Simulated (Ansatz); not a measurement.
# Al3Ni5: the cost of one run

Program: Ansatz 0.2.0. Level of theory: DFT PBEsol, scalar-relativistic, plane waves, PAW. These are calculated values, not measurements.

1 further run of the same task is left out (set aside as unsound or not needed). Runs told in other sessions of the task aren't counted.

**1. The starting structure**

The structure is orthorhombic, space group Cmmm (No. 65). The conventional cell has a = 6.587 Å, b = 7.384 Å, c = 3.720 Å, α = 90.00°, β = 90.00°, γ = 90.00°. Around Al (site symmetry mmm) lie 8 Ni at 2.37 to 2.47 Å. Around Al (site symmetry m2m) lie 10 Ni at 2.44 to 2.54 Å and 2 Al at 2.78 Å. Ni (site symmetry mmm) is surrounded by 4 Al at 2.47 Å and 8 Ni at 2.47 to 2.60 Å. Ni (site symmetry 2/m) is surrounded by 6 Al at 2.47 to 2.49 Å and 6 Ni at 2.47 to 2.63 Å. Around Ni (site symmetry 2mm) lie 6 Al at 2.37 to 2.54 Å and 6 Ni at 2.60 to 2.63 Å.

Coordinates:

```cif
data_structure
_symmetry_space_group_name_H-M 'Cmmm'
_symmetry_Int_Tables_number 65
_cell_length_a 6.5867
_cell_length_b 7.3839
_cell_length_c 3.7204
_cell_angle_alpha 90.000
_cell_angle_beta 90.000
_cell_angle_gamma 90.000
_cell_volume 180.94
loop_
_atom_site_label
_atom_site_type_symbol
_atom_site_symmetry_multiplicity
_atom_site_Wyckoff_symbol
_atom_site_fract_x
_atom_site_fract_y
_atom_site_fract_z
_atom_site_occupancy
Al1 Al 2 b 0.50000 0.00000 0.00000 1
Al2 Al 4 j 0.50000 0.72031 0.50000 1
Ni1 Ni 2 a 0.00000 0.00000 0.00000 1
Ni2 Ni 4 e 0.25000 0.25000 0.00000 1
Ni3 Ni 4 h 0.27624 0.00000 0.50000 1
```

It goes back to an entry of the Materials Project, which need not be the stable form.

It is the result of an earlier relaxation at this level (volume 11.31 Å³/atom; gap on the mesh: none (metal)).

**2. Zero of energy**

The reference gives a free energy of -30603.1417 eV, pressure 0.03 GPa, largest force 0.003 eV/Å and gap on the mesh none (metal). It was computed beforehand with the settings of the runs below.

**3. Zone-centre phonons by finite displacements**

input.yaml reads:

```yaml
crystal:
  lattice:
    - [3.2933322733, -3.6919375996, 0.0]
    - [3.2933322733, 3.6919375996, 0.0]
    - [0.0, 0.0, 3.7203545688]
  atoms:
    - { symbol: Al, position: [0.5, 0.5, 0.0] }
    - { symbol: Al, position: [0.7796888788, 0.2203111212, 0.5] }
    - { symbol: Al, position: [0.2203111212, 0.7796888788, 0.5] }
    - { symbol: Ni, position: [0.0, 0.0, 0.0] }
    - { symbol: Ni, position: [0.0, 0.5, 0.0] }
    - { symbol: Ni, position: [0.5, 0.0, 0.0] }
    - { symbol: Ni, position: [0.276237307, 0.276237307, 0.5] }
    - { symbol: Ni, position: [0.723762693, 0.723762693, 0.5] }
basis:
  ecutwfc: 420
kpoints:
  mp_grid: { grid: [8, 8, 10] }
hamiltonian:
  xc: pbesol
scf:
  occupations: { method: gaussian, width: 0.15 }
output:
  eigenvalues: true
phonons:
  method: fd
  supercell: [1, 1, 1]
  amplitude: 0.02
  eigenvectors: true
  dielectric: false
```

Launch:

```
ansatz run input.yaml --threads 2 --pin off --max-ram 5120MiB --backend cpu --events-out ev --progress --plain --runs-dir out
```

What time and memory should one allow on 2 threads of Intel Xeon Platinum 8488C (Sapphire Rapids), shared host?

About 6.3 min, with a peak of 1.6 GiB.
